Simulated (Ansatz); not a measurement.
# BH₂NSSe: functionals against CCSD(T) at one geometry

An exercise on one series of results from a longer session: the logs are not shown, and one member is left open.

Program: Ansatz 0.2.0, Gaussian basis. Level of theory: single points in def2-TZVPP. These are calculated values, not measurements.

Cores are frozen in the correlated methods. Filled d shells of the heavier atoms are correlated.

### Where the work starts

SMILES `N=BS[SeH]`, 6 atoms, charge 0, spin multiplicity 1.

Atoms are counted from 1 here; the program's logs count them from 0.

Bond lengths: N1–B2 1.185 Å, N1–H5 0.920 Å, B2–S3 1.839 Å, S3–Se4 2.218 Å, Se4–H6 1.459 Å. Angles: B2–N1–H5 177.8°, N1–B2–S3 174.8°, B2–S3–Se4 100.2°, S3–Se4–H6 95.4°.

Coordinates:

```
N    -0.0854    0.0860    1.8695
B    -0.4367    0.2992    0.7585
S    -1.1120    0.5283   -0.9369
Se    0.1914   -0.8627   -2.0716
H     0.2187   -0.0879    2.7201
H     1.1950    0.1389   -2.4157
```

The first run:

Input file run/in.yaml:

```yaml
crystal:
  periodic: [false, false, false]
  atoms:
    - {symbol: N, position_ang: [-0.085400, 0.086000, 1.869500]}
    - {symbol: B, position_ang: [-0.436700, 0.299200, 0.758500]}
    - {symbol: S, position_ang: [-1.112000, 0.528300, -0.936900]}
    - {symbol: Se, position_ang: [0.191400, -0.862700, -2.071600]}
    - {symbol: H, position_ang: [0.218700, -0.087900, 2.720100]}
    - {symbol: H, position_ang: [1.195000, 0.138900, -2.415700]}
basis:
  gaussian: {orbitals: def2-TZVPP}
correlation: {method: ccsd_t}
output: {forces: true}
```

No record of the launch command was kept for these runs.

Steps of the session up to this table: CCSD(T)/def2-TZVPP; PBE0-D4/def2-TZVPP; wB97M-V/def2-TZVPP; r2SCAN-D4/def2-TZVPP; PBE-D4/def2-TZVPP; LC-wPBE/def2-TZVPP; SPW92/def2-TZVPP.

One of the session's tables, all rows but one given; the rest of the session is left out.

| method | RMS force component (eV/Å) | angle to CCSD(T) forces (°) | dipole (D) |
| --- | --- | --- | --- |
| CCSD(T) | 1.987 | reference | 1.02 |
| PBE0-D4 | 1.880 | 6.0 | 1.03 |
| wB97M-V | 1.833 | 5.8 | 1.01 |
| r2SCAN-D4 | 1.948 | 3.6 | 1.03 |
| PBE-D4 | 2.093 | 4.2 | 1.00 |
| LC-wPBE | 1.836 | 11.4 | 1.10 |
| SPW92 | ? | ? | ? |

Q: Estimate the row for SPW92 from the others.

As computed: RMS force component (eV/Å): 2.074; angle to CCSD(T) forces (°): 8.4; dipole (D): 1.05. In the column «RMS force component (eV/Å)» it lies between CCSD(T) (1.987) and PBE-D4 (2.093).
